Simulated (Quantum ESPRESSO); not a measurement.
## GaF: zone-centre phonons under several settings

```
Ga F
1.0
     3.16592    0.00000    0.00000
     0.00000    3.16592    0.00000
     0.00000    0.00000    3.16592
Ga F
1 1
Cartesian
  0.0000 0.0000 0.0000
  1.5830 1.5830 1.5830
```

The cell was built by a generator and needn't be a form met in nature.

All runs used Quantum ESPRESSO 7.5; potentials GBRV 1.5 PBE; k mesh 6 × 6 × 6, shifted; no spin polarisation; cutoff 762 eV; occupations smeared at first, fixed for the response.

| level | geometry | volume (Å³/atom) | pressure (GPa) | lowest optical mode without the field (cm⁻¹) | sum of the Born charges (e) |
| --- | --- | --- | --- | --- | --- |
| PBE | relaxed at 0 GPa | 15.79 | 0.0 | 133i | 0.08 |
| PBE | relaxed at 5 GPa | 14.43 | 5.1 | 118i | 0.12 |
| PBE | relaxed at 10 GPa | 13.53 | 10.1 | 102i | 0.15 |
| PBE | relaxed at 20 GPa | 12.33 | 20.3 | 66i | 0.19 |
| PBE | relaxed at 40 GPa | ? | 40.4 | ? | ? |

Question: What stands in the row left open?

Answer: Volume 10.92 Å³/atom; lowest optical mode without the field 69 cm⁻¹; sum of the Born charges 0.23 e.

Values marked i are imaginary: the cell is unstable against those modes at that level, or the meshes are too thin.

Caveats: some modes are imaginary (some runs); the cell is more than 3 GPa from zero pressure, which shifts response properties (some runs); the volume moved by over 15 % at a fixed basis, so the end points are rough (some runs).

For the row left open. Caveat: the mesh is thin for the dielectric tensor, Born charges and intensities, which usually come out too large; the volume moved by over 15 % at a fixed basis, so the end points are rough; the cell is more than 3 GPa from zero pressure, which shifts response properties; the Born charges break their sum rule by 0.23 e, a sign of too thin a mesh.
